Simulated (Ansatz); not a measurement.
# AsH4NSi: the cost of one run

Computed with Ansatz 0.2.0, driven from Python. Level of theory: MP2/def2-SVPD.

## (1) The system

Bond lengths: N1–Si2 1.802 Å, N1–As3 1.838 Å, Si2–As3 2.294 Å, N1–H4 1.039 Å, Si2–H5 1.480 Å, Si2–H6 1.478 Å, As3–H7 1.599 Å. Angles: N1–Si2–As3 51.6°, N1–Si2–H5 112.5°, N1–Si2–H6 111.8°, As3–Si2–H5 114.9°, As3–Si2–H6 116.3°, H5–Si2–H6 126.0°, Si2–N1–As3 78.1°, Si2–N1–H4 101.8°, As3–N1–H4 104.2°, N1–As3–Si2 50.2°, N1–As3–H7 92.2°, Si2–As3–H7 92.2°.

Input file ash4nsi.xyz:

```xyz
7

N    -0.73130   -0.79370    0.07650
Si   -0.05860    0.87500   -0.01480
As    0.99430   -1.11150   -0.46950
H    -1.28940   -0.84510   -0.79830
H    -0.53660    1.61450   -1.20470
H     0.17380    1.44690    1.32770
H     1.50910   -1.25410    1.03740
```

## (2) Script

tae.py reads:

```python
from collections import Counter

import ansatz

BASIS = "def2-SVPD"
METHOD = "mp2"


def single_point(molecule, charge=0, unpaired=0):
    calc = molecule.calculation().basis(gaussian=BASIS).correlation(METHOD)
    if charge:
        calc = calc.charge(charge)
    if unpaired:
        calc = calc.spin("collinear", total=unpaired)
    return calc.run().report["free_energy_ev"]


def main() -> None:
    system = ansatz.Crystal.molecule_from_extxyz("ash4nsi.xyz")

    unpaired = {"N": 3, "Si": 2, "As": 3, "H": 1}
    counts = Counter(site.symbol for site in system.cartesian_sites)
    atom_energy = {s: single_point(ansatz.Crystal.molecule().atom(s, (0, 0, 0)), 0, unpaired[s]) for s in counts}
    whole = single_point(system, 0, 0)
    for s, e in atom_energy.items():
        print(f"{s:2s} x{counts[s]}  {e:14.5f} eV")
    print(f"AsH4NSi: {whole:.5f} eV")
    split = sum(counts[s] * e for s, e in atom_energy.items()) - whole
    print(f"atomisation energy (no zero-point term): {96.485332 * split:.1f} kJ/mol, {split / sum(counts.values()):.3f} eV an atom")


if __name__ == "__main__":
    main()
```

## (3) Launch

Command:

```
python tae.py
```

Q: Estimate wall time and peak memory on 1 thread of Arm Neoverse V2, shared host.

About 3.2 s, with a peak of 0.28 GiB.
